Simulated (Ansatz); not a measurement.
# TiSe: the cost of one run

Program: Ansatz 0.2.0. Level of theory: DFT PBE, scalar-relativistic, plane waves, PAW. These are calculated values, not measurements.

### 1 The structure to begin with

The structure is orthorhombic, space group Pmmm (No. 47). Conventional cell: a = 4.169 Å, b = 4.975 Å, c = 14.000 Å, α = 90.00°, β = 90.00°, γ = 90.00°. Around Ti (site symmetry mmm) lie 4 Se at 3.25 Å. Around Se (site symmetry mmm) lie 4 Ti at 3.25 Å.

Coordinates:

```cif
data_structure
_symmetry_space_group_name_H-M 'P 1'
_symmetry_Int_Tables_number 1
_cell_length_a 4.1692
_cell_length_b 4.9748
_cell_length_c 14.0000
_cell_angle_alpha 90.000
_cell_angle_beta 90.000
_cell_angle_gamma 90.000
_cell_volume 290.37
loop_
_atom_site_label
_atom_site_type_symbol
_atom_site_fract_x
_atom_site_fract_y
_atom_site_fract_z
_atom_site_occupancy
Ti1 Ti 0.50000 0.00000 0.50000 1
Se1 Se 0.00000 0.50000 0.50000 1
```

The cell is invented: random sheet by layer group and Wyckoff sites. Its size is a rough estimate.

Only a and b are periodic; c spans vacuum, so the box's volume, pressure and space group aren't properties of the sheet.

### 2 A first look at the guess

input.yaml reads:

```yaml
crystal:
  lattice:
    - [4.169203, 0.0, 0.0]
    - [0.0, 4.974751, 0.0]
    - [0.0, 0.0, 14.0]
  atoms:
    - { symbol: Ti, position: [0.5, 0.0, 0.5], spin: 1.0 }
    - { symbol: Se, position: [0.0, 0.5, 0.5] }
  periodic: [true, true, false]
basis:
  ecutwfc: 420
kpoints:
  mp_grid: { grid: [4, 4, 1] }
hamiltonian:
  xc: pbe
scf:
  occupations: { method: gaussian, width: 0.1 }
  lower_state_search: "off"
output:
  forces: true
  stress: true
  eigenvalues: true
  populations: true
magnetization:
  spin_polarized: true
```

Started as:

```console
ansatz run input.yaml --threads 1 --pin off --max-ram 2560MiB --backend cpu --events-out ev --progress --plain --runs-dir out
```

**Question.** How long does this run take on 1 thread of Arm Neoverse V2, shared host, and how much memory does it need?

About 22 s, with a peak of 0.72 GiB.
